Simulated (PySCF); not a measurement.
# C3H9B (BMe3): the cost of one run

Computed with PySCF 2.14.0, with density-fitted response routines of our own, on a single molecule in the gas phase. Atoms are numbered from 0 throughout.

### 1 The molecule as given

13 atoms, charge 0, multiplicity 1; geometry from: GFN2-xTB. The atoms were then displaced at random by about 0.03 Å, so the start is not that level's minimum.

Bonds of the start (Å): B0–C1 1.50, B0–C5 1.69, B0–C9 1.56, C1–H2 1.06, C1–H3 1.15, C1–H4 1.10, C5–H6 1.07, C5–H7 1.06, C5–H8 1.09, C9–H10 1.11, C9–H11 1.08, C9–H12 1.10.

### 2 Geometry optimisation at PBE0-D3(BJ)/def2-SVP

Job settings and geometry (Å):

```
{"job": {"xc": "PBE0", "basis": "def2-SVP", "d3": "d3bj", "grid": 1, "maxiter": 40, "shake": 0.03, "kind": "geom"}, "charge": 0, "multiplicity": 1}
B      0.061260    -0.076900     0.000150
C      1.560410    -0.036280    -0.027300
H      1.903940     0.452070     0.851190
H      2.072260     0.562090    -0.865660
H      2.002060    -1.038480    -0.102900
C     -0.780400     1.392020    -0.011380
H     -1.334660     1.464270     0.905360
H     -1.434490     1.447860    -0.842020
H     -0.130470     2.267980    -0.007040
C     -0.817290    -1.361940     0.040860
H     -1.915840    -1.242760     0.011670
H     -0.545240    -1.922750     0.926030
H     -0.610920    -1.959290    -0.856750
```

The run is started by

```
> OMP_NUM_THREADS=1 python probes_run.py task.json out
```

This one command runs all jobs of the session in turn.

**Question.** How long does this first job take on 1 thread of Arm Neoverse V2, shared host, and how much memory does it need?

About 14 s, with a peak of 0.38 GiB.
